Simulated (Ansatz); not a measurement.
# SiGe: how the settings move a single-point run

How sensitive is a single-point run of SiGe to its settings? A reference run comes first, then six runs with altered input. The cell is built on a prototype (CsCl type) and needn't be the phase found in nature.

Computed with Ansatz 0.2.0 (reference: DFT, r2SCAN, plane waves, PAW, unless a step's input says otherwise).

7 further runs of the same task are left out: 6 for a known fault of the program, 1 that didn't finish.

## (1) The system as given

The structure is cubic, space group Pm-3m (No. 221). Conventional cell: a = 3.210 Å, b = 3.210 Å, c = 3.210 Å, α = 90.00°, β = 90.00°, γ = 90.00°. Ge (site symmetry m-3m) is surrounded by 8 Si at 2.78 Å. Si (site symmetry m-3m) has 8 Ge at 2.78 Å as nearest neighbours.

Coordinates:

```cif
data_structure
_symmetry_space_group_name_H-M 'Pm-3m'
_symmetry_Int_Tables_number 221
_cell_length_a 3.2102
_cell_length_b 3.2102
_cell_length_c 3.2102
_cell_angle_alpha 90.000
_cell_angle_beta 90.000
_cell_angle_gamma 90.000
_cell_volume 33.08
loop_
_atom_site_label
_atom_site_type_symbol
_atom_site_symmetry_multiplicity
_atom_site_Wyckoff_symbol
_atom_site_fract_x
_atom_site_fract_y
_atom_site_fract_z
_atom_site_occupancy
Ge1 Ge 1 a 0.00000 0.00000 0.00000 1
Si1 Si 1 b 0.50000 0.50000 0.50000 1
```

## (2) Baseline

Contents of input.yaml:

```yaml
crystal:
  lattice:
    - [3.210150632, 0.0, 0.0]
    - [0.0, 3.210150632, 0.0]
    - [0.0, 0.0, 3.210150632]
  atoms:
    - { symbol: Ge, position: [0.0, 0.0, 0.0] }
    - { symbol: Si, position: [0.5, 0.5, 0.5] }
kpoints:
  mp_grid: { grid: [6, 6, 6] }
hamiltonian:
  xc: r2scan
scf:
  occupations: { method: fermi_dirac, width: 0.02 }
  n_extra_bands: 4
output:
  forces: true
  stress: true
  eigenvalues: true
```

Command:

```console
ansatz run input.yaml --threads 4 --pin off --max-ram 3686MiB --backend cpu --events-out ev --progress --plain --runs-dir out
```

## (3) Variant: dispersion d4

input.yaml, as its differences from that of step 2:

```diff
@@ -12,2 +12,3 @@
   xc: r2scan
+  dispersion: d4
 scf:
```

## (4) Changed: dispersion d3bj

input.yaml, as its differences from that of step 2:

```diff
@@ -12,2 +12,3 @@
   xc: r2scan
+  dispersion: d3bj
 scf:
```

## (5) Changing settings: mixing.beta 0.05

input.yaml, as its differences from that of step 2:

```diff
@@ -15,2 +15,4 @@
   n_extra_bands: 4
+  mixing: { beta: 0.05 }
+  max_iter: 88
 output:
```

## (6) Changing settings: xc_grid 1

input.yaml, as its differences from that of step 2:

```diff
@@ -19 +19,3 @@
   eigenvalues: true
+basis:
+  xc_grid: 1
```

## (7) Changing settings: accuracy low

input.yaml, as its differences from that of step 2:

```diff
@@ -19 +19,2 @@
   eigenvalues: true
+accuracy: low
```

## (8) Changed: occupations.method gaussian, occupations.width 0.2

input.yaml, as its differences from that of step 2:

```diff
@@ -13,3 +13,3 @@
 scf:
-  occupations: { method: fermi_dirac, width: 0.02 }
+  occupations: { method: gaussian, width: 0.2 }
   n_extra_bands: 4
```

Before running it: what results should come out? Wanted: for each run, ending; energy change; pressure; gap; force.

**Answer**, as computed:

| run | ending | energy change | pressure (GPa) | gap (eV) | force (eV/Å) | cycles | time |
| --- | --- | --- | --- | --- | --- | --- | --- |
| reference | converged | 0 | 2.2 | 0.00 | 0.00 | 6 | 1.3 s |
| 1: dispersion d4 | converged | -145.6 meV/atom (offset of the dispersion model) | 0.9 | 0.00 | 0.00 | 6 | 1.3 s |
| 2: dispersion d3bj | converged | -183.8 meV/atom (offset of the dispersion model) | 0.4 | 0.00 | 0.00 | 6 | 1.3 s |
| 3: mixing.beta 0.05 | converged | 0.0 meV/atom | 2.2 | 0.00 | 0.00 | 9 | 1.4 s |
| 4: xc_grid 1 | converged | -0.1 meV/atom | 2.2 | 0.00 | 0.00 | 6 | 1.1 s |
| 5: accuracy low | converged | 0.0 meV/atom | 2.2 | 0.00 | 0.00 | 6 | 1.2 s |
| 6: occupations.method gaussian, occupations.width 0.2 | converged | -3.2 meV/atom (σ→0) | 2.3 | 0.00 | 0.00 | 6 | 1.3 s |

Residual by cycle in the longest SCF loop of each run; runs are numbered as in the table. The quantity is the density residual dr2, in eV.

```csv
cycle,reference,run 1,run 2,run 3,run 4,run 5,run 6
1,0.0133,0.0133,0.0133,0.0133,0.0133,0.0133,0.0137
2,0.00318,0.00318,0.00318,0.0121,0.00317,0.00318,0.00287
3,1.5e-4,1.5e-4,1.5e-4,0.00202,1.5e-4,1.5e-4,1.5e-4
4,2.6e-5,2.6e-5,2.6e-5,1.8e-4,2.6e-5,2.6e-5,2.0e-5
5,2.9e-7,2.9e-7,2.9e-7,2.5e-5,2.8e-7,2.9e-7,2.1e-7
6,2.0e-8,2.0e-8,2.0e-8,3.0e-6,1.9e-8,2.0e-8,7.9e-9
7,-,-,-,1.2e-6,-,-,-
8,-,-,-,4.3e-7,-,-,-
9,-,-,-,6.8e-8,-,-,-
```

What this shows: No change moves the result by more than the table shows.
